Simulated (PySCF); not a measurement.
# Ge4H12Si (Si(GeH3)4): the cost of one run

The runs use PySCF 2.14.0, with density-fitted response routines of our own; the level of theory stands in each step. All values are computed, except where a source is named. Atoms are numbered from 0 throughout.

### 1 The molecule as given

17 atoms, charge 0, multiplicity 1; geometry from: GFN2-xTB. The atoms were then displaced at random by about 0.03 Å, so the start is not that level's minimum.

Bonds of the start (Å): Si0–Ge1 2.34, Si0–Ge5 2.30, Si0–Ge9 2.44, Si0–Ge13 2.34, Ge1–H2 1.46, Ge1–H3 1.39, Ge1–H4 1.49, Ge5–H6 1.54, Ge5–H7 1.53, Ge5–H8 1.44, Ge9–H10 1.52, Ge9–H11 1.51, Ge9–H12 1.49, Ge13–H14 1.54, Ge13–H15 1.50, Ge13–H16 1.44.

### 2 Relaxing the molecule at PBE0-D3(BJ)/def2-SVP

Job settings and geometry (Å):

```
{"job": {"xc": "PBE0", "basis": "def2-SVP", "d3": "d3bj", "grid": 1, "maxiter": 40, "shake": 0.03, "kind": "geom"}, "charge": 0, "multiplicity": 1}
Si     0.059200    -0.073770     0.010920
Ge    -0.017530    -0.028720     2.352200
H      0.804710    -1.083730     2.945740
H     -1.247890    -0.237880     2.971310
H      0.470230     1.236750     2.964550
Ge     2.212250     0.021900    -0.793210
H      3.044130    -1.219470    -0.416610
H      3.109180     1.164920    -0.303790
H      2.356140     0.103660    -2.222260
Ge    -1.124750     1.927090    -0.743810
H     -2.459800     2.197930    -0.078890
H     -1.435820     1.922430    -2.216510
H     -0.436800     3.244960    -0.622240
Ge    -1.156900    -1.915880    -0.776660
H     -0.658790    -3.242420    -0.174380
H     -0.959380    -2.120670    -2.249840
H     -2.586730    -1.897700    -0.586270
```

On the command line:

```bash
$ OMP_NUM_THREADS=2 python probes_run.py task.json out
```

The driver reads the jobs from task.json and runs them one after another.

Q: Estimate the wall time and peak memory of this first job on 2 threads of AMD EPYC 9R45, shared host.

About 2.5 min, with a peak of 1.5 GiB.
